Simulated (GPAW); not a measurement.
Crystal: SiO.

```
Si O
1.0
     0.00000    2.43364    2.43364
     2.43364    0.00000    2.43364
     2.43364    2.43364    0.00000
Si O
1 1
Direct
  0.75000 0.75000 0.75000
  0.00000 0.00000 0.00000
```

The cell was built by a generator and needn't be a form met in nature.

| Quantity | Value |
| --- | --- |
| Program | GPAW 26.7.0 |
| Task | relaxation of cell and atoms |
| Functional | RPBE |
| Potentials or basis | the program's PAW data sets (release 1.2.1) made for this functional |
| Cutoff | 800 eV |
| Basis | pw |
| k mesh | 8 × 8 × 8 |
| Occupations | fermi-dirac, width 0.05 eV |
| Spin | no spin polarisation |

At the start: pressure 2.4 GPa; volume 14.41 Å³/atom.

Problem. How do energy, volume and symmetry change on relaxing?

Solution. Over 3 steps the energy falls by 4.7 meV/atom and the volume is 15.02 Å³/atom (+4.2 %); space group F-43m (No. 216, to 0.05 Å).

The path:
| step | energy change (eV) | largest force (eV/Å) | pressure (GPa) | volume (Å³) |
| --- | --- | --- | --- | --- |
| 1 | 0.0000 | 0.0000 | 2.44 | 28.83 |
| 2 | -0.0020 | 0.0000 | 2.15 | 28.96 |
| 3 | -0.0094 | 0.0000 | -0.05 | 30.03 |

Final structure:
```
Si O
1.0
     0.00000    2.46710    2.46710
     2.46710    0.00000    2.46710
     2.46710    2.46710    0.00000
Si O
1 1
Direct
  0.75000 0.75000 0.75000
  0.00000 0.00000 0.00000
```

Caveat: later steps reuse the first step's grids.
